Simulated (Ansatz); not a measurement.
# CH3BOS: rotation by 180° about the B1–S2 bond

Aim: the minimum-energy path and barrier of the rotation by 180° about the B1–S2 bond. The ends are relaxed first, then joined by a nudged elastic band. SMILES of the start: BSC=O.

Method: RKS PBE0-D4/def2-SVP, in Ansatz 0.2.0.

## 1. The structure to begin with

Bond lengths: B1–S2 1.886 Å, S2–C3 1.784 Å, C3–O4 1.311 Å, B1–H5 1.133 Å, B1–H6 1.246 Å, C3–H7 1.046 Å. Angles: B1–S2–C3 93.4°, S2–B1–H5 124.1°, S2–B1–H6 116.7°, H5–B1–H6 119.0°, S2–C3–O4 118.1°, S2–C3–H7 123.3°, O4–C3–H7 118.5°.

As a file:

```xyz
7

B     0.3825   -0.4743   -1.2077
S    -0.6407   -1.1431    0.2281
C    -0.4528    0.3440    1.1950
O     0.6018    0.4491    1.9673
H     1.5048   -0.5954   -1.2992
H    -0.2250    0.1963   -2.0638
H    -1.1093    1.1555    1.1346
```

## 2. Relaxing end A

input.yaml

```yaml
crystal:
  periodic: [false, false, false]
  atoms:
    - { symbol: B, position_ang: [0.3825, -0.4743, -1.2077] }
    - { symbol: S, position_ang: [-0.6407, -1.1431, 0.2281] }
    - { symbol: C, position_ang: [-0.4528, 0.344, 1.195] }
    - { symbol: O, position_ang: [0.6018, 0.4491, 1.9673] }
    - { symbol: H, position_ang: [1.5048, -0.5954, -1.2992] }
    - { symbol: H, position_ang: [-0.225, 0.1963, -2.0638] }
    - { symbol: H, position_ang: [-1.1093, 1.1555, 1.1346] }
basis:
  gaussian: { orbitals: def2-SVP }
hamiltonian:
  xc: pbe0
  dispersion: d4
relax:
  f_tol: 0.015
  max_steps: 40
```

The run is started by

```bash
$ ansatz run input.yaml --threads 1 --pin off --max-ram 2048MiB --backend cpu --events-out ev --progress --plain --runs-dir out
```

The log of the run (excerpt; [...] marks lines left out):

```text
Warning: RAYON_NUM_THREADS=1 ignored (pool sized by the plan → 1); use --threads N
[...]
Functional definition: PBE0
[...]
808 factors; integrals over basis functions are off by at most 3.1e-4 eV
[...]
mean field -14627.93423981 eV, -537.5666681429 hartree, gradient 6.5e-5 eV, S^2 0.000000; 0 other end points of the search recorded, 0 dependent functions left out
[...]
reference -14627.93426065 eV, -537.5666689089 hartree; 19, 19 occupied and 56, 56 virtual orbitals, 808 factors
relax step   1: F+E_penalty+E_count = -14628.04403889 eV  Δ(F+E_penalty+E_count) = +0.000e0 eV  max|allowed force component| = 8.127e0 eV/Å  Δτ_max = 0.0000 Å  (28 SCF iters, accepted)
[...]
relax step   4: F+E_penalty+E_count = -14628.76785030 eV  Δ(F+E_penalty+E_count) = -2.066e-1 eV  max|allowed force component| = 2.465e0 eV/Å  Δτ_max = 0.0849 Å  (31 SCF iters, accepted)
[...]
relax step   7: F+E_penalty+E_count = -14629.49128783 eV  Δ(F+E_penalty+E_count) = -2.325e-1 eV  max|allowed force component| = 6.349e-1 eV/Å  Δτ_max = 0.2000 Å  (30 SCF iters, accepted)
[...]
relax step  10: F+E_penalty+E_count = -14629.83168260 eV  Δ(F+E_penalty+E_count) = -6.975e-2 eV  max|allowed force component| = 7.886e-1 eV/Å  Δτ_max = 0.1950 Å  (36 SCF iters, accepted)
[...]
relax step  12: F+E_penalty+E_count = -14629.87813169 eV  Δ(F+E_penalty+E_count) = -4.645e-2 eV  max|allowed force component| = 6.252e-1 eV/Å  Δτ_max = 0.0974 Å  (31 SCF iters, accepted)
[...]
relax step  13: F+E_penalty+E_count = -14629.92080414 eV  Δ(F+E_penalty+E_count) = -4.267e-2 eV  max|allowed force component| = 4.943e-1 eV/Å  Δτ_max = 0.0999 Å  (31 SCF iters, accepted)
```

## 3. The output, continued: end point A relaxed

Output, continued (excerpt; [...] marks lines left out):

```text
[...]
808 factors; integrals over basis functions are off by at most 3.2e-4 eV
mean field -14629.85539514 eV, -537.6372692994 hartree, gradient 1.7e-5 eV, S^2 0.000000; 0 other end points of the search recorded, 0 dependent functions left out
[...]
reference -14629.85541495 eV, -537.6372700272 hartree; 19, 19 occupied and 56, 56 virtual orbitals, 808 factors
relax step  14: F+E_penalty+E_count = -14629.96331463 eV  Δ(F+E_penalty+E_count) = -4.251e-2 eV  max|allowed force component| = 6.265e-1 eV/Å  Δτ_max = 0.1500 Å  (30 SCF iters, accepted)
[...]
relax step  16: F+E_penalty+E_count = -14629.98443208 eV  Δ(F+E_penalty+E_count) = +1.002e-2 eV  max|allowed force component| = 4.699e-1 eV/Å  Δτ_max = 0.1621 Å  (30 SCF iters, rejected (line search))
[...]
reference -14629.90361337 eV, -537.6390412866 hartree; 19, 19 occupied and 56, 56 virtual orbitals, 808 factors
Total energy: -14630.01135073 eV, -537.6430005615 hartree
Atom 0 at     0.357002    -0.504571    -1.229102 Å, force    -0.001506    -0.000593     0.006245 eV/Å
Atom 1 at     0.492813    -0.984508     0.471069 Å, force    -0.001568     0.003446    -0.007102 eV/Å
Atom 2 at    -0.314323     0.429339     1.280989 Å, force     0.002338    -0.001314    -0.003447 eV/Å
Atom 3 at    -0.442883     0.516754     2.457428 Å, force    -0.000915     0.000550     0.001254 eV/Å
Atom 4 at     0.811131    -1.252941    -2.052795 Å, force     0.000555     0.000391     0.001189 eV/Å
Atom 5 at    -0.177207     0.539936    -1.512812 Å, force     0.000958    -0.001640     0.000747 eV/Å
Atom 6 at    -0.665234     1.188092     0.539522 Å, force     0.000137    -0.000840     0.001115 eV/Å
Dipole moment:    -0.026308     0.099428    -0.378319 e Å
```

It took 65 s on 1 thread of an Arm CPU, shared host; peak memory 0.14 GiB.

The steps of the relaxation:

| step | energy from step 1 (eV) | largest force component (eV/Å) |
| --- | --- | --- |
| 1 | 0.0000 | 8.1269 |
| 2 | -0.2021 | 5.9084 |
| 3 | -0.5172 | 4.0873 |
| 4 | -0.7238 | 2.4653 |
| 5 | -0.9700 | 1.6738 |
| 6 | -1.2148 | 0.7226 |
| 7 | -1.4472 | 0.6349 |
| 8 | -1.6157 | 0.5384 |
| 9 | -1.7179 | 0.4784 |
| 10 | -1.7876 | 0.7886 |
| 11x | -1.6816 | 1.6533 |
| 12 | -1.8341 | 0.6252 |
| 13 | -1.8768 | 0.4943 |
| 14 | -1.9193 | 0.6265 |
| 15 | -1.9504 | 0.3298 |
| 16x | -1.9404 | 0.4699 |
| 17x | -1.9400 | 1.5848 |
| 18 | -1.9603 | 0.2072 |
| 19 | -1.9616 | 0.1754 |
| 20 | -1.9658 | 0.1059 |
| 21 | -1.9673 | 0.0228 |
| 22 | -1.9673 | 0.0071 |

Step 1 is the start. 3 steps were tried and not accepted (marked x).

After: Bond lengths: B1–S2 1.772 Å, S2–C3 1.818 Å, C3–O4 1.187 Å, B1–H5 1.202 Å, B1–H6 1.207 Å, C3–H7 1.117 Å. Angles: B1–S2–C3 100.5°, S2–B1–H5 117.4°, S2–B1–H6 119.6°, H5–B1–H6 123.0°, S2–C3–O4 123.2°, S2–C3–H7 111.8°, O4–C3–H7 125.0°.

## 4. End point B

The second end starts from a geometry with the move made by hand.

input.yaml

```yaml
crystal:
  periodic: [false, false, false]
  atoms:
    - { symbol: B, position_ang: [0.3825, -0.4743, -1.2077] }
    - { symbol: S, position_ang: [-0.6407, -1.1431, 0.2281] }
    - { symbol: C, position_ang: [-0.94453, -2.70598, -0.57612] }
    - { symbol: O, position_ang: [-1.97583, -2.79585, -1.38111] }
    - { symbol: H, position_ang: [1.5048, -0.5954, -1.2992] }
    - { symbol: H, position_ang: [-0.225, 0.1963, -2.0638] }
    - { symbol: H, position_ang: [-0.31237, -3.53338, -0.48157] }
basis:
  gaussian: { orbitals: def2-SVP }
hamiltonian:
  xc: pbe0
  dispersion: d4
relax:
  f_tol: 0.015
  max_steps: 40
```

The run is started by

```bash
$ ansatz run input.yaml --threads 1 --pin off --max-ram 2048MiB --backend cpu --events-out ev --progress --plain --runs-dir out
```

The log of the run (excerpt; [...] marks lines left out):

```text
Warning: RAYON_NUM_THREADS=1 ignored (pool sized by the plan → 1); use --threads N
[...]
[... 1 set-up line as earlier in the session ...]
[...]
808 factors; integrals over basis functions are off by at most 3.1e-4 eV
[...]
mean field -14627.93743316 eV, -537.5667854965 hartree, gradient 6.7e-5 eV, S^2 0.000000; 0 other end points of the search recorded, 0 dependent functions left out
[...]
reference -14627.93745390 eV, -537.5667862587 hartree; 19, 19 occupied and 56, 56 virtual orbitals, 808 factors
relax step   1: F+E_penalty+E_count = -14628.04707084 eV  Δ(F+E_penalty+E_count) = +0.000e0 eV  max|allowed force component| = 7.331e0 eV/Å  Δτ_max = 0.0000 Å  (28 SCF iters, accepted)
[...]
relax step   4: F+E_penalty+E_count = -14628.81752016 eV  Δ(F+E_penalty+E_count) = -1.955e-1 eV  max|allowed force component| = 2.728e0 eV/Å  Δτ_max = 0.1994 Å  (31 SCF iters, accepted)
[...]
relax step   7: F+E_penalty+E_count = -14629.50500639 eV  Δ(F+E_penalty+E_count) = -2.265e-1 eV  max|allowed force component| = 9.550e-1 eV/Å  Δτ_max = 0.1929 Å  (30 SCF iters, accepted)
[...]
relax step  10: F+E_penalty+E_count = -14629.76266991 eV  Δ(F+E_penalty+E_count) = +4.738e-3 eV  max|allowed force component| = 1.758e0 eV/Å  Δτ_max = 0.1926 Å  (30 SCF iters, rejected (line search))
[...]
relax step  11: F+E_penalty+E_count = -14629.84081335 eV  Δ(F+E_penalty+E_count) = -7.341e-2 eV  max|allowed force component| = 7.690e-1 eV/Å  Δτ_max = 0.0937 Å  (31 SCF iters, accepted)
[...]
relax step  12: F+E_penalty+E_count = -14629.87594791 eV  Δ(F+E_penalty+E_count) = -3.513e-2 eV  max|allowed force component| = 6.097e-1 eV/Å  Δτ_max = 0.0999 Å  (31 SCF iters, accepted)
[...]
808 factors; integrals over basis functions are off by at most 4.3e-4 eV
mean field -14629.80194313 eV, -537.6353049742 hartree, gradient 1.5e-5 eV, S^2 0.000000; 0 other end points of the search recorded, 0 dependent functions left out
[...]
```

## 5. The output, continued: end point B relaxed

Output, continued (excerpt; [...] marks lines left out):

```text
reference -14629.80196288 eV, -537.6353056998 hartree; 19, 19 occupied and 56, 56 virtual orbitals, 808 factors
relax step  13: F+E_penalty+E_count = -14629.90995346 eV  Δ(F+E_penalty+E_count) = -3.401e-2 eV  max|allowed force component| = 9.800e-1 eV/Å  Δτ_max = 0.1445 Å  (30 SCF iters, accepted)
[...]
relax step  19: F+E_penalty+E_count = -14630.01068580 eV  Δ(F+E_penalty+E_count) = -5.464e-4 eV  max|allowed force component| = 2.136e-1 eV/Å  Δτ_max = 0.0574 Å  (30 SCF iters, accepted)
[...]
relax step  20: F+E_penalty+E_count = -14630.01132589 eV  Δ(F+E_penalty+E_count) = -6.401e-4 eV  max|allowed force component| = 6.917e-3 eV/Å  Δτ_max = 0.0092 Å  (26 SCF iters, accepted)
808 factors; integrals over basis functions are off by at most 4.8e-4 eV
[...]
mean field -14629.90358651 eV, -537.6390402995 hartree, gradient 9.2e-6 eV, S^2 0.000000; 1 other end points of the search recorded, 0 dependent functions left out
[...]
reference -14629.90360645 eV, -537.6390410323 hartree; 19, 19 occupied and 56, 56 virtual orbitals, 808 factors
Total energy: -14630.01134583 eV, -537.6430003813 hartree
Atom 0 at     0.322974    -0.392176    -1.179353 Å, force     0.001041    -0.000102    -0.000550 eV/Å
Atom 1 at    -1.285333    -0.951158    -0.690265 Å, force    -0.000197     0.002866     0.000224 eV/Å
Atom 2 at    -1.039183    -2.752031    -0.733218 Å, force     0.001173     0.006917    -0.000067 eV/Å
Atom 3 at    -1.892934    -3.530302    -0.462010 Å, force     0.000018    -0.004891    -0.000712 eV/Å
Atom 4 at     1.186481    -1.199632    -1.423236 Å, force    -0.003468     0.003105     0.000261 eV/Å
Atom 5 at     0.496686     0.795133    -1.251021 Å, force     0.001048    -0.003470     0.000007 eV/Å
Atom 6 at     0.000180    -3.021545    -1.042297 Å, force     0.000386    -0.004426     0.000836 eV/Å
Dipole moment:     0.353019     0.131050    -0.108809 e Å
```

Wall time 58 s (1 thread of an Arm CPU, shared host); peak memory 0.14 GiB.

Step by step:

| step | energy from step 1 (eV) | largest force component (eV/Å) |
| --- | --- | --- |
| 1 | 0.0000 | 7.3309 |
| 2 | -0.2941 | 5.0442 |
| 3 | -0.5750 | 3.6877 |
| 4 | -0.7704 | 2.7276 |
| 5 | -1.0216 | 2.1333 |
| 6 | -1.2315 | 1.6911 |
| 7 | -1.4579 | 0.9550 |
| 8 | -1.6353 | 0.5841 |
| 9 | -1.7203 | 0.8334 |
| 10x | -1.7156 | 1.7582 |
| 11 | -1.7937 | 0.7690 |
| 12 | -1.8289 | 0.6097 |
| 13 | -1.8629 | 0.9800 |
| 14 | -1.9153 | 0.2855 |
| 15 | -1.9326 | 0.5546 |
| 16x | -1.9271 | 1.3923 |
| 17 | -1.9491 | 0.3450 |
| 18 | -1.9631 | 0.0507 |
| 19 | -1.9636 | 0.2136 |
| 20 | -1.9643 | 0.0069 |

Step 1 is the start. 2 steps were tried and not accepted (marked x).

After: Bond lengths: B1–S2 1.772 Å, S2–C3 1.818 Å, C3–O4 1.187 Å, B1–H5 1.207 Å, B1–H6 1.202 Å, C3–H7 1.117 Å. Angles: B1–S2–C3 100.6°, S2–B1–H5 119.6°, S2–B1–H6 117.3°, H5–B1–H6 123.0°, S2–C3–O4 123.1°, S2–C3–H7 111.8°, O4–C3–H7 125.0°.

## 6. The band

crystal.atoms is end A as relaxed above, and neb.final_atoms is end B, turned to lie on A. With 7 inner images the band has 9 in all.

input.yaml

```yaml
crystal:
  periodic: [false, false, false]
  atoms:
    - { symbol: B, position_ang: [0.357002, -0.504571, -1.229102] }
    - { symbol: S, position_ang: [0.492813, -0.984508, 0.471069] }
    - { symbol: C, position_ang: [-0.314323, 0.429339, 1.280989] }
    - { symbol: O, position_ang: [-0.442883, 0.516754, 2.457428] }
    - { symbol: H, position_ang: [0.811131, -1.252941, -2.052795] }
    - { symbol: H, position_ang: [-0.177207, 0.539936, -1.512812] }
    - { symbol: H, position_ang: [-0.665234, 1.188092, 0.539522] }
basis:
  gaussian: { orbitals: def2-SVP }
hamiltonian:
  xc: pbe0
  dispersion: d4
neb:
  order_check: false
  images: 7
  f_tol: 0.05
  max_iterations: 60
  initial_path: idpp
  final_atoms:
    - { symbol: B, position_ang: [0.35739228, -0.50424891, -1.2290107] }
    - { symbol: S, position_ang: [0.49692649, -0.98170041, 0.47125094] }
    - { symbol: C, position_ang: [-0.31464016, 0.42942643, 1.28097865] }
    - { symbol: O, position_ang: [-0.44498675, 0.51551099, 2.45730748] }
    - { symbol: H, position_ang: [-0.18146498, 0.53771931, -1.51369213] }
    - { symbol: H, position_ang: [0.81421702, -1.25214835, -2.05179403] }
    - { symbol: H, position_ang: [-0.66614489, 1.18754195, 0.53925879] }
```

The run is started by

```bash
$ ansatz run input.yaml --threads 1 --pin off --max-ram 2048MiB --backend cpu --events-out ev --progress --plain --runs-dir out
```

The log of the run (excerpt; [...] marks lines left out):

```text
Warning: RAYON_NUM_THREADS=1 ignored (pool sized by the plan → 1); use --threads N
[...]
[... 1 set-up line as earlier in the session ...]
[...]
806 factors; integrals over basis functions are off by at most 3.0e-4 eV
[...]
mean field -14629.90359147 eV, -537.6390404817 hartree, gradient 9.9e-6 eV, S^2 0.000000; 0 other end points of the search recorded, 0 dependent functions left out
[...]
reference -14629.90361112 eV, -537.6390412038 hartree; 19, 19 occupied and 56, 56 virtual orbitals, 806 factors
806 factors; integrals over basis functions are off by at most 3.2e-4 eV
[...]
mean field -14629.90358590 eV, -537.6390402771 hartree, gradient 9.8e-6 eV, S^2 0.000000; 0 other end points of the search recorded, 0 dependent functions left out
[...]
reference -14629.90360555 eV, -537.6390409991 hartree; 19, 19 occupied and 56, 56 virtual orbitals, 806 factors
[...]
NEB iter   8: max|band force component| = 2.724e-2 eV/Å  barrier→ = 0.9148 eV  barrier← = 0.9148 eV  CI = image 4  Δτ_max = 0.0000 Å  (389 SCF iters)
Total energy: -14629.09650182 eV, -537.6093804840 hartree
Atom 0 at     0.777215     0.033566    -1.208381 Å, force    -0.010942    -0.006611     0.023389 eV/Å
Atom 1 at     0.948234    -0.299624     0.606712 Å, force     0.007176     0.005064    -0.020795 eV/Å
Atom 2 at    -0.715581    -0.069832     1.247480 Å, force    -0.011901     0.001605     0.005913 eV/Å
Atom 3 at    -0.961110    -0.190962     2.406296 Å, force     0.004701    -0.005163    -0.005661 eV/Å
Atom 4 at     0.545103    -0.880524    -1.958946 Å, force     0.006692     0.000844     0.000618 eV/Å
Atom 5 at     0.946793     1.153271    -1.620577 Å, force     0.003512    -0.000790    -0.003924 eV/Å
Atom 6 at    -1.479356     0.186206     0.481716 Å, force     0.000763     0.005052     0.000461 eV/Å
Dipole moment:    -0.057564     0.097206    -0.570365 e Å
this run last wrote the band of iteration 8 to <dir>
```

Run time: 2.4 min. Hardware: 1 thread of an Arm CPU, shared host; peak memory 0.16 GiB.

## 7. What the band shows

The 7 inner images lie between the fixed ends 0 and 8. Energy is taken from image 0, and the path length is the program's own coordinate along the band.

| image | path (Å) | energy (eV) | dihedral H5–B1–S2–C3 (°) | band force (eV/Å) |
| --- | --- | --- | --- | --- |
| 0 | 0.000 | 0.0000 | -180 | - |
| 1 | 0.488 | 0.0882 | -165 | 0.019 |
| 2 | 0.975 | 0.3652 | -142 | 0.026 |
| 3 | 1.463 | 0.7266 | -118 | 0.025 |
| 4* | 1.951 | 0.9148 | -92 | 0.023 |
| 5 | 2.432 | 0.7313 | -65 | 0.027 |
| 6 | 2.913 | 0.3738 | -40 | 0.027 |
| 7 | 3.394 | 0.0934 | -17 | 0.026 |
| 8 | 3.875 | 0.0000 | 0 | - |

The star marks the climbing image.

image, energy (eV) and a bar:
```
        0      0.000 
        1      0.088 ###
        2      0.365 ############
        3      0.727 ########################
        4      0.915 ##############################
        5      0.731 ########################
        6      0.374 ############
        7      0.093 ###
        8      0.000
```

The top of the band by iteration:

| iteration | highest image above image 0 (eV) | largest band force (eV/Å) |
| --- | --- | --- |
| 1 | 1.0444 | 1.841 |
| 2 | 1.0827 | 2.781 |
| 3 | 0.9947 | 1.238 |
| 4 | 0.9247 | 0.419 |
| 5 | 0.9188 | 0.286 |
| 6 | 0.9161 | 0.138 |
| 7 | 0.9150 | 0.088 |
| 8 | 0.9148 | 0.027 |

The band as a trajectory file:

```xyz
7
image=0 dE=0.0000
B     0.357   -0.505   -1.229
S     0.493   -0.985    0.471
C    -0.314    0.429    1.281
O    -0.443    0.517    2.457
H     0.811   -1.253   -2.053
H    -0.177    0.540   -1.513
H    -0.665    1.188    0.540
7
image=1 dE=0.0882
B     0.498   -0.409   -1.242
S     0.558   -0.906    0.464
C    -0.441    0.362    1.293
O    -0.514    0.450    2.475
H     0.847   -1.240   -2.036
H     0.142    0.694   -1.574
H    -1.028    0.981    0.574
7
image=2 dE=0.3652
B     0.621   -0.283   -1.243
S     0.711   -0.748    0.490
C    -0.550    0.267    1.296
O    -0.694    0.289    2.476
H     0.779   -1.183   -2.021
H     0.447    0.850   -1.617
H    -1.253    0.739    0.573
7
image=3 dE=0.7266
B     0.717   -0.132   -1.232
S     0.854   -0.548    0.544
C    -0.646    0.125    1.281
O    -0.856    0.066    2.451
H     0.671   -1.056   -1.998
H     0.718    1.007   -1.628
H    -1.396    0.470    0.536
7
image=4 dE=0.9148
B     0.777    0.034   -1.208
S     0.948   -0.300    0.607
C    -0.716   -0.070    1.247
O    -0.961   -0.191    2.406
H     0.545   -0.881   -1.959
H     0.947    1.153   -1.621
H    -1.479    0.186    0.482
7
image=5 dE=0.7313
B     0.797    0.209   -1.168
S     0.952   -0.024    0.640
C    -0.738   -0.277    1.208
O    -0.991   -0.467    2.355
H     0.414   -0.670   -1.900
H     1.137    1.276   -1.604
H    -1.510   -0.115    0.424
7
image=6 dE=0.3738
B     0.773    0.388   -1.119
S     0.887    0.233    0.669
C    -0.711   -0.450    1.166
O    -0.954   -0.737    2.294
H     0.252   -0.441   -1.823
H     1.280    1.374   -1.580
H    -1.466   -0.434    0.347
7
image=7 dE=0.0934
B     0.707    0.560   -1.063
S     0.785    0.444    0.710
C    -0.649   -0.588    1.118
O    -0.863   -0.978    2.220
H     0.047   -0.202   -1.726
H     1.366    1.436   -1.554
H    -1.331   -0.740    0.249
7
image=8 dE=0.0000
B     0.362   -0.502   -1.229
S     0.501   -0.979    0.472
C    -0.319    0.427    1.281
O    -0.451    0.513    2.457
H    -0.182    0.537   -1.514
H     0.823   -1.248   -2.051
H    -0.673    1.184    0.539
```

## 8. Vibrations at the top

The geometry is the highest inner image of the first converged band.

input.yaml

```yaml
crystal:
  periodic: [false, false, false]
  atoms:
    - { symbol: B, position_ang: [0.777215, 0.033566, -1.208381] }
    - { symbol: S, position_ang: [0.948234, -0.299624, 0.606712] }
    - { symbol: C, position_ang: [-0.715581, -0.069832, 1.24748] }
    - { symbol: O, position_ang: [-0.96111, -0.190962, 2.406296] }
    - { symbol: H, position_ang: [0.545103, -0.880524, -1.958946] }
    - { symbol: H, position_ang: [0.946793, 1.153271, -1.620577] }
    - { symbol: H, position_ang: [-1.479356, 0.186206, 0.481716] }
basis:
  gaussian: { orbitals: def2-SVP }
hamiltonian:
  xc: pbe0
  dispersion: d4
phonons: {}
```

The run is started by

```bash
$ ansatz run input.yaml --threads 1 --pin off --max-ram 2048MiB --backend cpu --events-out ev --progress --plain --runs-dir out
```

The log of the run (excerpt; [...] marks lines left out):

```text
Warning: RAYON_NUM_THREADS=1 ignored (pool sized by the plan → 1); use --threads N
[...]
[... 1 set-up line as earlier in the session ...]
[...]
806 factors; integrals over basis functions are off by at most 4.3e-4 eV
[...]
mean field -14628.99077899 eV, -537.6054952419 hartree, gradient 3.6e-5 eV, S^2 0.000000; 0 other end points of the search recorded, 0 dependent functions left out
[...]
reference -14628.99079909 eV, -537.6054959805 hartree; 19, 19 occupied and 56, 56 virtual orbitals, 806 factors
[...]
806 factors; integrals over basis functions are off by at most 4.3e-4 eV
mean field -14628.99072154 eV, -537.6054931306 hartree, gradient 1.6e-6 eV, S^2 0.000000; 0 other end points of the search recorded, 0 dependent functions left out
[...]
reference -14628.99074164 eV, -537.6054938693 hartree; 19, 19 occupied and 56, 56 virtual orbitals, 806 factors
[...]
806 factors; integrals over basis functions are off by at most 4.3e-4 eV
[...]
WARN: phonons: modes at or below zero, which the zero-point energy, F, S and C_V leave out: 1, the lowest at -542.80 cm⁻¹. A minimum has none, and a first-order saddle one
Total energy: -14629.09651309 eV, -537.6093808982 hartree
Atom 0 at     0.777215     0.033566    -1.208381 Å, force    -0.010954    -0.006536     0.023156 eV/Å
Atom 1 at     0.948234    -0.299624     0.606712 Å, force     0.007363     0.004965    -0.020577 eV/Å
Atom 2 at    -0.715581    -0.069832     1.247480 Å, force    -0.012040     0.001543     0.006081 eV/Å
Atom 3 at    -0.961110    -0.190962     2.406296 Å, force     0.004741    -0.005074    -0.005878 eV/Å
Atom 4 at     0.545103    -0.880524    -1.958946 Å, force     0.006681     0.000855     0.000625 eV/Å
Atom 5 at     0.946793     1.153271    -1.620577 Å, force     0.003485    -0.000804    -0.003899 eV/Å
Atom 6 at    -1.479356     0.186206     0.481716 Å, force     0.000724     0.005051     0.000492 eV/Å
Dipole moment:    -0.057562     0.097207    -0.570367 e Å
Vibrations: -542.80 138.24 166.50 447.43 718.79 748.88 809.98 918.97 988.55 1197.97 1378.42 1855.29 2596.44 2715.83 3015.68 cm⁻¹, zero-point energy 1.097073 eV
```

Run time: 64 s. Hardware: 1 thread of an Arm CPU, shared host; peak memory 0.14 GiB.

Of 15 modes, 1 is imaginary by more than 30 cm⁻¹ (543i cm⁻¹).

## 9. Results

| quantity | value |
| --- | --- |
| end A | 18 moves, 1.967 eV lower |
| end B | 17 moves, 1.964 eV lower |
| barrier forwards | 0.91 eV |
| barrier backwards | 0.91 eV |
| second end relative to first | 0.000 eV |
| highest image | 4 of 0 to 8, climbing |
| band iterations | 8 |
| imaginary modes at the top | 543i cm⁻¹ |

The barrier from the first end is 0.91 eV, 35 times kT at 300 K, which at an assumed attempt frequency of 10^13 s⁻¹ means a rate near 10^-2 s⁻¹. The two ends lie within 1 meV of each other. The listed dihedral goes from -180° at end A through -92° at the highest image to 0° at end B. One imaginary mode, as a first-order saddle point has. Zero-point energy and entropy are left out.
